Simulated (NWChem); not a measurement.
# One shape, several levels: CH4OSSn (SMILES C[S][Sn][OH])

We compute a comparison of 4 runs (HF/STO-3G, HF/3-21G, CAM-B3LYP/3-21G, wB97X/def2-SVP) of CH4OSSn. 

The calculation is run with NWChem 7.3.0.

## (1) Starting point

The species is CH4OSSn (8 atoms), meant as a singlet with charge 0. SMILES: `C[S][Sn][OH]`. Geometry: relaxed at PBE0-D4/def2-TZVP. This is one conformer, not always the lowest.

Bond lengths: C1–S2 1.814 Å, S2–Sn3 2.440 Å, Sn3–O4 1.980 Å, C1–H5 1.091 Å, C1–H6 1.090 Å, C1–H7 1.091 Å, O4–H8 0.961 Å. Angles: C1–S2–Sn3 105.4°, S2–Sn3–O4 98.8°, S2–C1–H5 111.4°, S2–C1–H6 107.3°, S2–C1–H7 111.4°, Sn3–O4–H8 117.2°, H5–C1–H6 108.2°, H5–C1–H7 110.1°, H6–C1–H7 108.2°.

## (2) Energy and forces at HF/STO-3G (run 1)

Input file m1.xyz:

```xyz
8
CH4OSSn hf
C     -0.402900     0.808400     0.611000
S     -1.528900     0.160600    -0.654800
Sn    -0.280900    -1.598800    -1.795900
O      1.412300    -1.480500    -0.775600
H     -0.123100     0.035500     1.327900
H     -0.934900     1.594200     1.147100
H      0.490200     1.245300     0.162600
H      1.460400    -0.821700    -0.078100
```

Input file m1.nw:

```
start m1
title "CH4OSSn hf"
memory stack 880 mb heap 220 mb global 1100 mb

geometry noautosym nocenter noautoz
load format xyz m1.xyz
end

basis spherical bse
C library STO-3G
S library STO-3G
Sn library STO-3G
O library STO-3G
H library STO-3G
end

scf
thresh 1e-08
maxiter 80
print low
end

task scf gradient
```

Launch:

```sh
$ nwchem m1.nw > m1.out
```

What it wrote:

```text
[...]
  functions       =    50
[...]
  wavefunction    = RHF
[...]
         Total SCF energy =  -6470.058788069773
      One-electron energy =  -9845.775111537821
      Two-electron energy =   2928.645956297752
 Nuclear repulsion energy =    447.070367170295
        Time for solution =      7.2s
[...]
                         RHF ENERGY GRADIENTS
    atom               coordinates                        gradient
                 x          y          z           x          y          z
   1 C      -0.761371   1.527654   1.154623    0.011265   0.004360   0.010403
   2 S      -2.889202   0.303490  -1.237393   -0.017308   0.016032   0.007199
   3 Sn     -0.530824  -3.021294  -3.393759   -0.023011  -0.021568  -0.034303
   4 O       2.668860  -2.797739  -1.465671    0.032561   0.027880   0.045754
   5 H      -0.232625   0.067085   2.509367   -0.003237  -0.006245  -0.000095
   6 H      -1.766705   3.012601   2.167705   -0.005046   0.002364  -0.000158
   7 H       0.926344   2.353276   0.307269    0.000332   0.000906  -0.006959
   8 H       2.759756  -1.552788  -0.147588    0.004444  -0.023729  -0.021841
 Task  times  cpu:       10.8s     wall:       10.8s
 Total times  cpu:       10.8s     wall:       10.8s
```

It took 12 s on 1 thread of Intel Xeon Platinum 8488C (Sapphire Rapids), shared host; peak memory 0.096 GiB.

## (3) Energy and gradient at HF/3-21G (run 2)

Input file nw.nw:

```
start nw
memory total 2200 mb

geometry noautosym nocenter noautoz
   C       -0.402900       0.808400       0.611000
   S       -1.528900       0.160600      -0.654800
   Sn      -0.280900      -1.598800      -1.795900
   O        1.412300      -1.480500      -0.775600
   H       -0.123100       0.035500       1.327900
   H       -0.934900       1.594200       1.147100
   H        0.490200       1.245300       0.162600
   H        1.460400      -0.821700      -0.078100
end

basis "ao basis" spherical bse
   C library 3-21G
   S library 3-21G
   Sn library 3-21G
   O library 3-21G
   H library 3-21G
end

scf
   thresh 1e-08
   maxiter 80
end

task scf gradient
```

Launch:

```sh
$ nwchem nw.nw > nw.out
```

What it wrote:

```text
[...]
  functions       =    70
[...]
  wavefunction    = RHF
[...]
         Total SCF energy =  -6506.322583967901
      One-electron energy =  -9869.267059011276
      Two-electron energy =   2915.874107873080
 Nuclear repulsion energy =    447.070367170295
        Time for solution =      8.0s
[...]
                         RHF ENERGY GRADIENTS
    atom               coordinates                        gradient
                 x          y          z           x          y          z
   1 C      -0.761371   1.527654   1.154623   -0.020550  -0.017214  -0.028685
   2 S      -2.889202   0.303490  -1.237393    0.025788  -0.002059   0.011639
   3 Sn     -0.530824  -3.021294  -3.393759   -0.022636   0.021693   0.010221
   4 O       2.668860  -2.797739  -1.465671    0.026030  -0.003527   0.010201
   5 H      -0.232625   0.067085   2.509367    0.001489  -0.005788   0.004112
   6 H      -1.766705   3.012601   2.167705   -0.004801   0.005743   0.003460
   7 H       0.926344   2.353276   0.307269    0.005660   0.002454  -0.003814
   8 H       2.759756  -1.552788  -0.147588   -0.010981  -0.001304  -0.007134
[...]
```

Run time: 13 s. Hardware: 1 thread of Intel Xeon Platinum 8488C (Sapphire Rapids), shared host; peak memory 0.099 GiB.

Run 3 isn't shown in full; the table further down has it.

## (4) Energy and gradient at wB97X/def2-SVP (core potential) (run 4)

Input file input.nw:

```
start input
title "CH4OSSn"
memory stack 880 mb heap 220 mb global 1100 mb
geometry noautosym nocenter noautoz
   C       -0.402900       0.808400       0.611000
   S       -1.528900       0.160600      -0.654800
   Sn      -0.280900      -1.598800      -1.795900
   O        1.412300      -1.480500      -0.775600
   H       -0.123100       0.035500       1.327900
   H       -0.934900       1.594200       1.147100
   H        0.490200       1.245300       0.162600
   H        1.460400      -0.821700      -0.078100
end
basis "ao basis" spherical bse
   * library def2-SVP
end
ecp bse
   Sn library def2-SVP
end
dft
   xc wb97x
   grid fine
   convergence energy 1e-08
   iterations 100
   mulliken
   noprint "final vectors analysis"
end
task dft gradient
```

Launch:

```sh
$ nwchem input.nw > input.out
```

What it wrote:

```text
[...]
          Wavefunction type:  closed shell.
          No. of atoms     :     8
          No. of electrons :    56
[...]
          Charge           :     0
          Spin multiplicity:     1
[...]
          AO basis - number of functions:    92
[...]
              XC Information
              --------------
                       wb97x  Method XC Functional
                     Hartree-Fock (Exact) Exchange  1.000
                         wb97x Exchange Functional  1.000
                      wb97x Correlation Functional  1.000
[...]
 d= 0,ls=0.0,diis     1   -727.9741913843 -9.74D+02  1.29D-02  7.50D-01     5.6
[...]
 d= 0,ls=0.0,diis    11   -728.0692829512 -5.16D-10  3.54D-07  1.47D-10    60.1
         Total DFT energy =     -728.069282951167
      One electron energy =    -1575.219856940191
           Coulomb energy =      660.032012546566
    Exchange-Corr. energy =      -59.315751653873
 Nuclear repulsion energy =      246.434313096332
[...]
      Total Density - Mulliken Population Analysis
     ---------------------------------------------
    Atom       Charge   Shell Charges
 -----------   ------   -------------------------------------------------------
    1 C    6     6.14   1.99  0.89  0.21  2.09  0.94  0.03
    2 S   16    16.35   2.00  1.98  1.20  0.69  5.93  1.82  2.67  0.05
    3 Sn  22    21.39   0.43  1.60  1.32  0.49  2.73  3.27  0.94  0.45  9.73  0.44
    4 O    8     8.51   1.99  1.07  0.69  2.83  1.92  0.01
    5 H    1     0.93   0.74  0.17  0.02
    6 H    1     0.92   0.73  0.16  0.02
    7 H    1     0.93   0.74  0.17  0.02
    8 H    1     0.83   0.68  0.08  0.07
[...]
  wavefunction    = closed shell
[...]
                         DFT ENERGY GRADIENTS
    atom               coordinates                        gradient
                 x          y          z           x          y          z
   1 C      -0.761371   1.527654   1.154623    0.003510   0.002792   0.004744
   2 S      -2.889202   0.303490  -1.237393    0.002488  -0.001371  -0.000099
   3 Sn     -0.530824  -3.021294  -3.393759    0.003808   0.003627   0.005746
   4 O       2.668860  -2.797739  -1.465671   -0.002821  -0.000335  -0.001848
   5 H      -0.232625   0.067085   2.509367   -0.002198   0.003879  -0.004498
   6 H      -1.766705   3.012601   2.167705    0.002227  -0.004245  -0.003222
   7 H       0.926344   2.353276   0.307269   -0.005501  -0.002612   0.001751
   8 H       2.759756  -1.552788  -0.147588   -0.001513  -0.001734  -0.002574
[...]
```

Run time: 83 s. Hardware: 1 thread of Intel Xeon Platinum 8488C (Sapphire Rapids), shared host; peak memory 0.14 GiB.

## (5) Overview of the runs

```tsv
run	level	iteration cap	module	energy (Eh)	largest force (eV/Å)	wall time
1	HF/STO-3G	80	scf	-6470.058788	3.224	12 s
2	HF/3-21G	80	scf	-6506.322584	2.019	13 s
3	CAM-B3LYP/3-21G	100	dft	-6510.362266	1.674	42 s
4	wB97X/def2-SVP (core potential)	100	dft	-728.069283	0.401	83 s
```

## (6) What came out

```
                       quantity          value
            run 4: total energy  -728.06928 Eh
           run 4: dipole moment         0.66 D
run 4: largest force on an atom     0.401 eV/Å
```

What this shows: Over runs 2, 3, 4 the dipole moment (its size) runs from 0.66 D (wB97X/def2-SVP) to 1.66 D (CAM-B3LYP/3-21G). The two ends differ in method and basis and core potential. Totals of different functionals can't be ranked against each other. Some runs of one species differ in core potentials or relativity; totals across that change don't compare. In run 1 the basis is minimal, so the values are rough. In runs 1, 2, 3 relativity is left out where basis or elements ask for it. All runs together took 2.5 min, the longest 83 s.
